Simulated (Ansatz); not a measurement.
# C2H10AlNSi: basis-set convergence

Aim: see how fast density functionals converge with the basis set for C2H10AlNSi.

Method: one geometry, several basis sets; program: Ansatz 0.2.0, Gaussian basis.

The runs, in order: PBE0-D4/def2-SVP; ωB97M-V/def2-SVP; PBE0-D4/def2-QZVPP; ωB97M-V/def2-QZVPP; the functionals' def2-TZVPP values are taken from earlier runs.

## (1) The geometry

The geometry comes from an earlier relaxation with PBE0-D4 in a triple-zeta def2 set; it is a stationary point, not always the lowest conformer.

15 atoms, charge 0, spin multiplicity 1.

Atoms are counted from 1 here; the program's logs count them from 0.

Bond lengths: Al1–C2 1.997 Å, Al1–N4 2.091 Å, Al1–H6 1.601 Å, Al1–H7 1.599 Å, C2–C3 1.525 Å, C2–H8 1.093 Å, C2–H9 1.090 Å, C3–N4 1.510 Å, C3–H10 1.094 Å, C3–H11 1.095 Å, N4–Si5 1.767 Å, N4–H12 1.016 Å, Si5–H13 1.487 Å, Si5–H14 1.482 Å, Si5–H15 1.478 Å. Angles: C2–Al1–N4 72.5°, C2–Al1–H6 117.6°, C2–Al1–H7 121.2°, N4–Al1–H6 104.2°, N4–Al1–H7 107.7°, H6–Al1–H7 118.8°, Al1–C2–C3 89.4°, Al1–C2–H8 113.4°, Al1–C2–H9 120.7°, C3–C2–H8 111.3°, C3–C2–H9 112.6°, H8–C2–H9 108.2°, C2–C3–N4 105.6°, C2–C3–H10 110.5°, C2–C3–H11 116.5°, N4–C3–H10 106.7°, N4–C3–H11 109.7°, H10–C3–H11 107.3° and more.

## (2) PBE0-D4 in def2-SVP

in.yaml reads:

```yaml
crystal:
  periodic: [false, false, false]
  atoms:
    - {symbol: Al, position_ang: [-1.470211, -0.325677, 0.844686]}
    - {symbol: C, position_ang: [0.258212, -0.627138, 1.798584]}
    - {symbol: C, position_ang: [1.006381, -0.130218, 0.566457]}
    - {symbol: N, position_ang: [0.052052, -0.310377, -0.589252]}
    - {symbol: Si, position_ang: [0.095073, 0.868056, -1.905549]}
    - {symbol: H, position_ang: [-2.052821, 1.164965, 0.816596]}
    - {symbol: H, position_ang: [-2.450156, -1.541807, 0.500600]}
    - {symbol: H, position_ang: [0.469194, -1.682492, 1.991813]}
    - {symbol: H, position_ang: [0.505500, -0.059965, 2.695687]}
    - {symbol: H, position_ang: [1.205133, 0.942370, 0.645191]}
    - {symbol: H, position_ang: [1.957990, -0.622547, 0.340077]}
    - {symbol: H, position_ang: [0.099760, -1.268014, -0.925679]}
    - {symbol: H, position_ang: [1.389247, 0.802142, -2.635341]}
    - {symbol: H, position_ang: [-1.018432, 0.538014, -2.825358]}
    - {symbol: H, position_ang: [-0.068722, 2.201990, -1.289411]}
basis:
  gaussian: {orbitals: def2-SVP}
hamiltonian: {xc: pbe0, dispersion: d4}
output: {orbitals: {seedname: orbitals}}
```

After this run come: ωB97M-V in def2-SVP; PBE0-D4 in def2-QZVPP; ωB97M-V in def2-QZVPP.

Before running them: what should the planned runs give, taken together? Wanted: PBE0-D4: double and triple zeta above quadruple; ωB97M-V: double and triple zeta above quadruple.

As calculated:

```
                                       quantity           value
PBE0-D4: double and triple zeta above quadruple   9.88, 0.70 eV
ωB97M-V: double and triple zeta above quadruple  10.09, 0.66 eV
```

For PBE0-D4 the step from double to triple zeta gains 9.19 eV and the next only 0.70 eV. Total energies overstate the basis error of differences, where much of it tends to cancel. The LUMO of ωB97M-V is positive and keeps falling with the basis (1.70 to 0.77 eV): an unbound level that the basis holds in place.
